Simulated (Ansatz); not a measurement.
# Ag: the cost of one run

Computed with Ansatz 0.2.0 (DFT LDA, frozen-core PAW, scalar-relativistic unless said, unless a step's input says otherwise).

### Step 1. The structure to begin with

The structure is hexagonal, space group P6_3/mmc (No. 194). Conventional cell: a = 2.930 Å, b = 2.930 Å, c = 4.790 Å, α = 90.00°, β = 90.00°, γ = 120.00°. Around Ag (site symmetry -6m2) lie 12 Ag at 2.93 Å.

Structure file:

```xyz
2
Lattice="2.9300 0.0000 0.0000 -1.4650 2.5375 0.0000 0.0000 0.0000 4.7900" Properties=species:S:1:pos:R:3 pbc="T T T"
Ag    0.0000    1.6916    1.1975
Ag    1.4650    0.8458    3.5925
```

Cartesian axes are those of the input's lattice vectors. The structure goes back to a database entry.

### Step 2. Cell and atoms relaxed, PAW

Input file input.yaml:

```yaml
crystal:
  lattice:
    - [2.93000000001, 0.0, 0.0]
    - [-1.465, 2.53745443309, 0.0]
    - [0.0, 0.0, 4.79]
  atoms:
    - { symbol: Ag, position: [0.333333333333, 0.666666666667, 0.25] }
    - { symbol: Ag, position: [0.666666666667, 0.333333333333, 0.75] }
kpoints:
  mp_grid: { grid: [18, 18, 10] }
scf:
  occupations: { method: fermi_dirac, width: 0.1 }
hamiltonian:
  xc: lda
  pseudopotentials: { kind: paw }
relax:
  f_tol: 0.002
  max_steps: 80
  cell: {}
output:
  forces: true
  stress: true
```

Launch:

```sh
ansatz run input.yaml --threads 1 --pin off --max-ram 3072MiB --backend cpu --events-out ev --progress --plain --runs-dir out
```

**Question.** How long does this run take on 1 thread of Intel Xeon 6975P-C (Granite Rapids), shared host, and how much memory does it need?

About 17 s, with a peak of 0.45 GiB.
